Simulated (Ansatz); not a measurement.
Working through a single point from an input written key by key of CH₅AlO₂, SMILES [CH3][Al]([OH])[OH]

Computed with Ansatz's Python interface.

The cells in order, each with its output:

In [1]:
```python
import ansatz as az
import numpy as np
import pandas as pd
```

In [2]:
```python
deck = {
    "crystal": {
        "periodic": [False, False, False],
        "atoms": [
            {"symbol": "C", "position_ang": [0.016, 0.9963, -0.9696]},
            {"symbol": "Al", "position_ang": [-0.2301, -0.5354, 0.2213]},
            {"symbol": "O", "position_ang": [0.6863, -2.0659, -0.1303]},
            {"symbol": "O", "position_ang": [-1.268, -0.4328, 1.6717]},
            {"symbol": "H", "position_ang": [-0.3391, 0.7532, -2.0269]},
            {"symbol": "H", "position_ang": [-0.6749, 1.8838, -0.6159]},
            {"symbol": "H", "position_ang": [1.0535, 1.3729, -0.9859]},
            {"symbol": "H", "position_ang": [1.6082, -1.9297, 0.3691]},
            {"symbol": "H", "position_ang": [-0.7633, -0.0886, 2.4494]},
        ],
    },
    "basis": {"gaussian": {"orbitals": "def2-SVP"}},
    "correlation": {"method": "mp2"},
    "output": {"forces": True},
    "accuracy": "medium",
    "scf": {"lower_state_search": "light"},
}
session = az.Session.from_dict(deck)
report = session.plan(threads=1).execute().report
```

In [3]:
```python
for key in ("converged", "free_energy_ev", "reference_energy_ev", "n_frozen", "n_occupied", "n_virtual"):
    print(f"{key:22s} {report[key]}")
symbols = ["C", "Al", "O", "O", "H", "H", "H", "H", "H"]
parts = report["correlation"]
for name in ("random_phase", "coupled_cluster", "perturbative"):
    if name in parts:
        print(f"{name:16s} {parts[name]['energy']['hartree']:12.7f} Ha")
if "second_order" in parts:
    pair = parts["second_order"]
    print(f"MP2 same spin {pair['same_spin']['hartree']:.7f} Ha, opposite spin {pair['opposite_spin']['hartree']:.7f} Ha")
```
```text
converged              True
free_energy_ev         -11779.016249610151
reference_energy_ev    -11762.79779380239
n_frozen               8
n_occupied             [12, 12]
n_virtual              [65, 65]
MP2 same spin -0.1481669 Ha, opposite spin -0.4478504 Ha
```

In [4]:
```python
forces = np.array(report["forces_ev_ang"])
print("largest force", round(float(np.linalg.norm(forces, axis=1).max()), 4), "eV/A, rms", round(float(np.sqrt((forces ** 2).mean())), 4))
charges = report["charge_distribution"]
table = pd.DataFrame({"atom": symbols, "mulliken": charges["mulliken_charges_e"], "lowdin": charges["lowdin_charges_e"]})
print(table.round(3).to_string())
print("dipole (e A):", np.round(charges["dipole_moment_e_ang"], 4) + 0.0)
```
```text
largest force 3.686 eV/A, rms 1.2852
  atom  mulliken  lowdin
0    C    -0.505  -0.197
1   Al     0.979   0.247
2    O    -0.561  -0.135
3    O    -0.549  -0.069
4    H     0.079   0.034
5    H     0.073   0.040
6    H     0.070   0.016
7    H     0.211   0.059
8    H     0.202   0.006
dipole (e A): [0.4    0.3923 0.1915]
```

Caveats:
- These settings explore the input space; basis and method may be short of convergence.
- The geometry is a force-field or estimated start, not a minimum of this method, and the basis set is short of its limit.
- The Löwdin charges here are taken after orthogonalising the functions within each atom; they differ from plain Löwdin charges, and their signs can be unphysical.
- It ran for 3.9 s on 1 thread of Arm Neoverse N1, with other jobs on the host, peak memory 0.25 GiB.
